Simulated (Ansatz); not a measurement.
**Zirconium, diamond under BLYP: structure, energy and stiffness**

The plan for zirconium in the diamond structure: relax it, solve it on a dense k-mesh, then scale the cell to 7 volumes from 88 to 112 % of the relaxed one and try a fit of the equation of state. Spin polarisation is left out. The k-meshes are 9×9×9 for the relaxation; 14×14×14 for the dense run; 14×14×14 for the volumes.

This is Zr in the diamond structure; at room conditions it is hcp.

Computed with Ansatz 0.2.0 (DFT BLYP, plane waves (420 eV) with PAW, scalar-relativistic; PBE-made PAW files, unless a step says otherwise).

## 1. The system as given

The structure is cubic, space group Fd-3m (No. 227). Conventional cell: a = 6.312 Å, b = 6.312 Å, c = 6.312 Å, α = 90.00°, β = 90.00°, γ = 90.00°. Around Zr (site symmetry -43m) lie 4 Zr at 2.73 Å.

As a file:

```
Zr
1.0
     0.00000    3.15581    3.15581
     3.15581    0.00000    3.15581
     3.15581    3.15581    0.00000
Zr
2
Direct
  0.12500 0.12500 0.12500
  0.87500 0.87500 0.87500
```

## 2. Relaxing cell and atoms

File input.yaml:

```yaml
crystal:
  lattice:
    - [0.0, 3.1558057739, 3.1558057739]
    - [3.1558057739, 0.0, 3.1558057739]
    - [3.1558057739, 3.1558057739, 0.0]
  atoms:
    - { symbol: Zr, position: [0.125, 0.125, 0.125] }
    - { symbol: Zr, position: [0.875, 0.875, 0.875] }
hamiltonian:
  xc: blyp
  pseudopotentials:
    kind: paw
    azcp:
      Zr: "pseudopotentials/Zr.paw.azcp"
basis:
  ecutwfc: 420
  fft_grid_basis: typed
kpoints:
  mp_grid: { grid: [9, 9, 9], shift: [0, 0, 0] }
magnetization:
  spin_polarized: false
scf:
  occupations: { method: fermi_dirac, width: 0.1 }
relax:
  max_steps: 60
  f_tol: 0.01
  cell: {}
```

Further steps of the session: Single point on a dense mesh; The cell scaled to 88 % of its volume; The cell scaled to 92 % of its volume; The cell scaled to 96 % of its volume; The cell scaled to 100 % of its volume; The cell scaled to 104 % of its volume; The cell scaled to 108 % of its volume; The cell scaled to 112 % of its volume.

Q: Predict the outcome of this session. Wanted: space group; conventional cell; volume; shortest distance; gap on the mesh; relative to hcp; V₀, B₀, B₀′.

As calculated:

| quantity | value |
| --- | --- |
| space group (spins left aside) | Fd-3m (No. 227) |
| conventional cell | a = 6.463 Å |
| volume | 33.746 Å³/atom |
| shortest distance | 2.799 Å |
| gap on the mesh | none (levels filled in part) |
| relative to hcp | +2036 meV/atom |
| V₀, B₀, B₀′ | 33.246 Å³/atom, 30 GPa, 5.7 |

In words: The relaxation enlarged the cell by 7.4 % in volume. It lies 2036 meV/atom above the element's reference form at the same level (hcp, from a run of its own). No gap shows: it is a metal or semimetal at this level. The fitted modulus is 30 GPa. The symmetry was held, so the structure may be unstable against distortions that break it.
